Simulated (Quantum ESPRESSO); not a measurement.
# HfWF3: phonons at points of the zone under several settings

```
Hf W F
1.0
     4.23980    0.00000    0.00000
     0.00000    4.23980    0.00000
     0.00000    0.00000    4.23980
Hf W F
1 1 3
Direct
  0.50000 0.50000 0.50000
  0.00000 0.00000 0.00000
  0.50000 0.00000 0.00000
  0.00000 0.50000 0.00000
  0.00000 0.00000 0.50000
```

The cell was built by a generator and needn't be a form met in nature.

All runs used Quantum ESPRESSO 7.5; potentials PseudoDojo 0.4.1 SR LDA standard; k mesh 4 × 4 × 4, shifted; relaxed cell; no spin polarisation; cutoff 1143 eV; occupations fermi-dirac, width 0.05 eV.

| level | point | frequencies (cm⁻¹) |
| --- | --- | --- |
| LDA | Γ (0.000, 0.000, 0.000) | 351i 351i 351i 283i 283i 283i 99i 99i 99i 0 0 0 469 469 469 |
| LDA | M (0.500, 0.500, 0.000) | 364i 314i 314i 289i 289i 219i 179i 84i 67i 67i 152 152 408 481 504 |
| LDA | R (0.500, 0.500, 0.500) | ? |

Question: What stands in the row left open?

Answer: Frequencies 403i 403i 403i 180i 180i 180i 45i 45i 45i 150 150 150 295 488 488 cm⁻¹.

Values marked i are imaginary: the cell is unstable against those modes at that level, or the meshes are too thin.

Caveats: all runs use coarse meshes; the mesh is thin for the phonons of a metal; some modes are imaginary; an odd number of electrons without spin polarisation forces a metal; a magnetic or distorted state may lie lower.

For the row left open. Caveat: the k mesh is coarse (spacing up to 0.37 Å⁻¹), so the values aren't converged; the mesh is thin for the phonons of a metal; some modes are imaginary; an odd number of electrons without spin polarisation forces a metal; a magnetic or distorted state may lie lower.
